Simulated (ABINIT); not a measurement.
# TaAs (I4_1md) in ABINIT: a series of runs

The runs below take TaAs through single point, with PW91, WC.

Everything below comes from runs of ABINIT 10.8.3 (patched build). Logs are shortened: lines on timing, memory, paths and dates and some standing lists are left out, and cuts for length are marked. The log counts tension as positive stress, the text compression.

**1. The crystal as given**

It takes space group I4_1md (No. 109, tetragonal). Conventional cell: a = 3.444 Å, b = 3.444 Å, c = 11.736 Å, α = 90.00°, β = 90.00°, γ = 90.00°. Ta (site symmetry 2mm) is surrounded by 6 As at 2.61 to 2.62 Å. As (site symmetry 2mm) has 6 Ta at 2.61 to 2.62 Å as nearest neighbours.

The cell is a database's computed one.

**2. Single point, PW91**

run.abi

```
# Pseudopotentials
pp_dirpath "./"
pseudos "Ta.GGA_PBE-JTH.xml, As.GGA_PBE-JTH.xml"

# Structure
acell 3*1.0 Angstrom
rprim
    -1.7218133622     1.7218133622     5.8679415361
     1.7218133622    -1.7218133622     5.8679415361
     1.7218133622     1.7218133622    -5.8679415361
ntypat 2
znucl 73 33
natom 4
typat 1 1 2 2
xred
     0.4999673000     0.4999673000     0.0000000000
     0.2499673000     0.7499673000     0.5000000000
     0.0826321200     0.0826321200     0.0000000000
     0.8326321200     0.3326321200     0.5000000000

# Plane-wave basis
ecut 23.0
pawecutdg 45.0
pawxcdev 0

# k points
kptopt 1
ngkpt 9 9 9
nshiftk 1
shiftk 0.0 0.0 0.0

# Exchange and correlation
ixc -109134

# Bands and occupations
nband 34
occopt 3
tsmear 0.00183747

# SCF cycle
nstep 100
tolvrs 1.0e-9

# Output
iomode 3
prtwf 0
prtden 0
prteig 0
prtebands 0
```

Potentials or basis: JTH PAW PBE v2.0.

Command:

```
$ abinit run.abi > log 2>&1
```

run.abo:

```text
.Version 10.8.3 of ABINIT
 Symmetries : space group I4_1 m d (#109); Bravais tI (body-center tetrag.)
================================================================================
 Values of the parameters that define the memory need of the present run
     intxc =       0    ionmov =       0      iscf =      17    lmnmax =      18
     lnmax =       6     mgfft =      54  mpssoang =       3    mqgrid =    3001
     natom =       4  nloc_mem =       2    nspden =       1   nspinor =       1
    nsppol =       1      nsym =       8    n1xccc =       1    ntypat =       2
    occopt =       3   xclevel =       2
       mpw =        2498          nfft =      157464          nkpt =          75
 PAW method is used; the additional fine FFT grid is defined by:
   mgfftf=        75    nfftf =    421875
================================================================================
================================================================================

--------------------------------------------------------------------------------
------------- Echo of variables that govern the present computation ------------
--------------------------------------------------------------------------------
 -outvars: echo values of preprocessed input variables --------
            acell      1.8897261259E+00  1.8897261259E+00  1.8897261259E+00 Bohr
              amu      1.80947900E+02  7.49215900E+01
             ecut      2.30000000E+01 Hartree
                       outvar_i_n : Printing only first  50 k-points.
              ixc     -109134
                       outvar_i_n : Printing only first  50 k-points.
         kptrlatt        9    0    0      0    9    0      0    0    9
          kptrlen      5.85676025E+01
            natom           4
            nband          34
            ngfft          54      54      54
          ngfftdg          75      75      75
             nkpt          75
            nstep         100
             nsym           8
           ntypat           2
                       prtocc : prtvol=0, do not print more k-points.
           occopt           3
        pawecutdg      4.50000000E+01 Hartree
         pawxcdev           0
           prtden           0
        prtebands           0
           prteig           0
            prtwf           0
            rprim     -1.7218133622E+00  1.7218133622E+00  5.8679415361E+00
                       1.7218133622E+00 -1.7218133622E+00  5.8679415361E+00
                       1.7218133622E+00  1.7218133622E+00 -5.8679415361E+00
          spgroup         109
           tolvrs      1.00000000E-09
           tsmear      1.83747000E-03 Hartree
            typat      1  1  2  2
           useylm           1
                       outvars : Printing only first  50 k-points.
           xangst      9.1412655925E-18  4.7285934492E-17  5.8675577727E+00
                       1.7218133622E+00 -4.7000377860E-16  2.9335870047E+00
                      -3.2804053820E-18  1.2606413640E-17  9.6976089833E-01
[... 175 lines left out ...]
 length scales=  1.889726125908  1.889726125908  1.889726125908 bohr
              =  1.000000000000  1.000000000000  1.000000000000 angstroms
 Fermi (or HOMO) energy (hartree) =   0.19184   Average Vxc (hartree)=  -0.43239
 Eigenvalues (hartree) for nkpt=  75  k points:
 kpt#   1, nband= 34, wtk=  0.00137, kpt=  0.0000  0.0000  0.0000 (reduced coord)
  -2.32354   -2.32317   -1.12392   -1.12392   -1.12292   -1.12265   -1.12229   -1.12229
  -1.12216   -1.12210   -1.12205   -1.12185   -1.09406   -1.09175   -1.09175   -1.08709
  -1.08709   -1.08508   -0.32279   -0.23169   -0.06364    0.07765    0.10095    0.10095
   0.10643    0.12046    0.13170    0.13170    0.22543    0.24939    0.27721    0.30509
   0.30509    0.31543
      occupation numbers for kpt#   1
   2.00000    2.00000    2.00000    2.00000    2.00000    2.00000    2.00000    2.00000
   2.00000    2.00000    2.00000    2.00000    2.00000    2.00000    2.00000    2.00000
   2.00000    2.00000    2.00000    2.00000    2.00000    2.00000    2.00000    2.00000
   2.00000    2.00000    2.00000    2.00000    0.00000    0.00000    0.00000    0.00000
   0.00000    0.00000
 prteigrs : prtvol=0 or 1, do not print more k-points.

--- !EnergyTerms
iteration_state     : {dtset: 1, }
comment             : Components of total free energy in Hartree
kinetic             :  2.01123401670409E+01
hartree             :  7.63879024558647E+01
xc                  : -2.08122544466397E+01
Ewald energy        : -2.27827661807363E+02
psp_core            :  2.39329142687526E+01
local_psp           : -1.81550859250114E+02
PAW spherical_terms : -3.63567854140413E+01
internal            : -3.46114404026500E+02
'-kT*entropy'       : -2.23448616477605E-04
total_energy        : -3.46114627475116E+02
total_energy_eV     : -9.41825881360921E+03
...

--- !EnergyTermsDC
iteration_state     : {dtset: 1, }
comment             : '"Double-counting" decomposition of free energy'
band_energy         : -4.47265877608333E+01
Ewald energy        : -2.27827661807363E+02
psp_core            :  2.39329142687526E+01
xc_dc               : -8.34476055506016E+01
PAW spherical_terms : -1.40454681142198E+01
internal            : -3.46114408964265E+02
'-kT*entropy'       : -2.23448616477605E-04
total_energy_dc     : -3.46114632412881E+02
total_energy_dc_eV  : -9.41825894797265E+03
...

--- !EnergyTermsWithPAWCore
iteration_state     : {dtset: 1, }
comment             : 'Components of total free energy, including PAW core contributions'
Total energy        : -3.57360232920181E+04
Total energy DC     : -3.57360232969559E+04
Total energy (eV)   : -9.72426732694479E+05
Total energy DC (eV): -9.72426732828842E+05
...

 Cartesian components of stress tensor (hartree/bohr^3)
  sigma(1 1)= -7.88959330E-05  sigma(3 2)=  0.00000000E+00
  sigma(2 2)= -7.88959330E-05  sigma(3 1)=  0.00000000E+00
  sigma(3 3)= -5.43815923E-05  sigma(2 1)=  0.00000000E+00

-Cartesian components of stress tensor (GPa)         [Pressure=  2.0808E+00 GPa]
- sigma(1 1)= -2.32119849E+00  sigma(3 2)=  0.00000000E+00
- sigma(2 2)= -2.32119849E+00  sigma(3 1)=  0.00000000E+00
- sigma(3 3)= -1.59996168E+00  sigma(2 1)=  0.00000000E+00

== END DATASET(S) ==============================================================
================================================================================

 -outvars: echo values of variables after computation  --------
            acell      1.8897261259E+00  1.8897261259E+00  1.8897261259E+00 Bohr
           etotal     -3.4611463241E+02
            fcart     -8.2692360742E-20 -1.3690246937E-19  4.0004540380E-04
                      -8.2692360742E-20 -1.3690246937E-19  4.0004540380E-04
                       8.2692360742E-20  1.3690246937E-19 -4.0004540380E-04
                       8.2692360742E-20  1.3690246937E-19 -4.0004540380E-04
            rprim     -1.7218133622E+00  1.7218133622E+00  5.8679415361E+00
                       1.7218133622E+00 -1.7218133622E+00  5.8679415361E+00
                       1.7218133622E+00  1.7218133622E+00 -5.8679415361E+00
           strten     -7.8895933003E-05 -7.8895933003E-05 -5.4381592312E-05
                       0.0000000000E+00  0.0000000000E+00  0.0000000000E+00
           xangst      9.1412655925E-18  4.7285934492E-17  5.8675577727E+00
                       1.7218133622E+00 -4.7000377860E-16  2.9335870047E+00
                      -3.2804053820E-18  1.2606413640E-17  9.6976089833E-01
                       0.0000000000E+00  1.7218133622E+00  3.9037316664E+00
             xred      4.9996730000E-01  4.9996730000E-01  1.6385980421E-17
                       2.4996730000E-01  7.4996730000E-01  5.0000000000E-01
                       8.2632120000E-02  8.2632120000E-02  2.7081937169E-18
                       8.3263212000E-01  3.3263212000E-01  5.0000000000E-01
 Calculation completed.
```

Wall time 15 min (1 thread of Arm Neoverse V1, shared host); peak memory 0.43 GiB.

Results:

* Free energy: -9418.2589 eV
* Pressure: 2.1 GPa
* Largest force: 0.021 eV/Å
* Band gap on the k mesh: none (metal or under the smearing width)
* Valence electrons inside the program's atomic spheres: Ta 10.56; As 12.84

Forces in eV/Å, atoms in the order of the input:
```
Ta   0.000  0.000  0.021
Ta   0.000  0.000  0.021
As   0.000  0.000 -0.021
As   0.000  0.000 -0.021
```

Caveat: the PAW data sets were made with another functional, which shifts forces and pressure a little. The run has no spin-orbit coupling, so splittings on Ta are missing.

**3. Single point, WC**

Edit run.abi of step 2 so:

```diff
@@ -32,3 +32,3 @@
 # Exchange and correlation
-ixc -109134
+ixc 23
```

Potentials or basis: JTH PAW PBE v2.0.

Command:

```
$ abinit run.abi > log 2>&1
```

run.abo:

```text
.Version 10.8.3 of ABINIT
 Symmetries : space group I4_1 m d (#109); Bravais tI (body-center tetrag.)
================================================================================
 Values of the parameters that define the memory need of the present run
     intxc =       0    ionmov =       0      iscf =      17    lmnmax =      18
     lnmax =       6     mgfft =      54  mpssoang =       3    mqgrid =    3001
     natom =       4  nloc_mem =       2    nspden =       1   nspinor =       1
    nsppol =       1      nsym =       8    n1xccc =       1    ntypat =       2
    occopt =       3   xclevel =       2
       mpw =        2498          nfft =      157464          nkpt =          75
 PAW method is used; the additional fine FFT grid is defined by:
   mgfftf=        75    nfftf =    421875
================================================================================
================================================================================

--------------------------------------------------------------------------------
------------- Echo of variables that govern the present computation ------------
--------------------------------------------------------------------------------
 -outvars: echo values of preprocessed input variables --------
            acell      1.8897261259E+00  1.8897261259E+00  1.8897261259E+00 Bohr
              amu      1.80947900E+02  7.49215900E+01
             ecut      2.30000000E+01 Hartree
                       outvar_i_n : Printing only first  50 k-points.
              ixc          23
                       outvar_i_n : Printing only first  50 k-points.
         kptrlatt        9    0    0      0    9    0      0    0    9
[... 264 lines left out ...]
...

 Cartesian components of stress tensor (hartree/bohr^3)
  sigma(1 1)=  9.32626515E-05  sigma(3 2)=  0.00000000E+00
  sigma(2 2)=  9.32626515E-05  sigma(3 1)=  0.00000000E+00
  sigma(3 3)=  1.09607421E-04  sigma(2 1)=  0.00000000E+00

-Cartesian components of stress tensor (GPa)         [Pressure= -2.9042E+00 GPa]
- sigma(1 1)=  2.74388194E+00  sigma(3 2)=  0.00000000E+00
- sigma(2 2)=  2.74388194E+00  sigma(3 1)=  0.00000000E+00
- sigma(3 3)=  3.22476167E+00  sigma(2 1)=  0.00000000E+00

== END DATASET(S) ==============================================================
================================================================================

 -outvars: echo values of variables after computation  --------
            acell      1.8897261259E+00  1.8897261259E+00  1.8897261259E+00 Bohr
           etotal     -3.4605621034E+02
            fcart     -9.3929606064E-20 -3.9719497440E-20  3.9633401378E-04
                       2.3133104568E-19  6.8700719809E-20  3.9633401378E-04
                      -6.8700719809E-20 -1.4490611185E-20 -3.9633401378E-04
                      -6.8700719809E-20 -1.4490611185E-20 -3.9633401378E-04
            rprim     -1.7218133622E+00  1.7218133622E+00  5.8679415361E+00
                       1.7218133622E+00 -1.7218133622E+00  5.8679415361E+00
                       1.7218133622E+00  1.7218133622E+00 -5.8679415361E+00
           strten      9.3262651481E-05  9.3262651481E-05  1.0960742119E-04
                       0.0000000000E+00  0.0000000000E+00  0.0000000000E+00
           xangst      9.1412655925E-18  4.7285934492E-17  5.8675577727E+00
                       1.7218133622E+00 -4.7000377860E-16  2.9335870047E+00
                      -3.2804053820E-18  1.2606413640E-17  9.6976089833E-01
                       0.0000000000E+00  1.7218133622E+00  3.9037316664E+00
             xred      4.9996730000E-01  4.9996730000E-01  1.6385980421E-17
                       2.4996730000E-01  7.4996730000E-01  5.0000000000E-01
                       8.2632120000E-02  8.2632120000E-02  2.7081937169E-18
                       8.3263212000E-01  3.3263212000E-01  5.0000000000E-01
 Calculation completed.
```

Wall time 15 min (1 thread of Arm Neoverse V1, shared host); peak memory 0.43 GiB.

Results:

```yaml
Free_energy: -9416.6692 eV
Pressure: -2.9 GPa
Largest_force: 0.020 eV/Å
Band_gap_on_the_k_mesh: none (metal or under the smearing width)
Valence_electrons_inside_the_program's_atomic_spheres: Ta 10.56; As 12.83
```

Forces on the atoms (eV/Å):
```
Ta   0.000  0.000  0.020
Ta   0.000  0.000  0.020
As   0.000  0.000 -0.020
As   0.000  0.000 -0.020
```

Caveat: the PAW data sets were made with another functional, which shifts forces and pressure a little.
